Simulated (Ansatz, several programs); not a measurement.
Ga₂SbP, ordered on the zincblende lattice (P-4m2) with 4 atoms a cell, relaxed with PBE in Ansatz (plane waves, PAW): the symmetry is P-4m2 (No. 115, tetragonal); conventional cell a = 4.140 Å, c = 5.874 Å, 25.17 Å³ an atom. P is surrounded by 4 Ga at 2.45 Å; Ga is surrounded by 2 P at 2.45 Å and 2 Sb at 2.63 Å; Sb is surrounded by 4 Ga at 2.63 Å. The cell was then scaled with its shape and fractional coordinates held, which makes it stiffer than a relaxed compression. Simulation only: spin-unpolarised, and no claim that this is the phase found in nature.

| V (Å³/atom) | E (meV/atom) |
| --- | --- |
| 23.658 | 17.83 |
| 25.168 | 0.00 |
| 25.923 | 3.67 |
| 26.678 | 14.15 |

Question: Pass a cubic E = c₀ + c₁u + c₂u² + c₃u³, with u = V − 25.357 Å³, through these points.

Answer: c₀ = 0.21, c₁ = +2.429, c₂ = 6.753, c₃ = -0.4589 (meV and Å³).

Question: Where is the minimum, and what bulk modulus follows?

Answer: dE/du = 0 at u = -0.177, so V₀ = 25.18 Å³. B = V₀ d²E/dV² = 25.18 × (2c₂ + 6c₃u) = 25.18 × 13.992 = 352 meV/Å³, and 1 meV/Å³ is 0.16022 GPa: 56 GPa. A third-order Birch-Murnaghan fit to all five points gives 25.17 Å³ and 56 GPa.

Question: Predict the energy and the pressure at the withheld volume, 24.413 Å³.

Answer: With u = -0.944: E ≈ 4.32 meV and P = −dE/dV ≈ +1.85 GPa. The run gives 4.16 meV and, from its stress, +1.82 GPa.
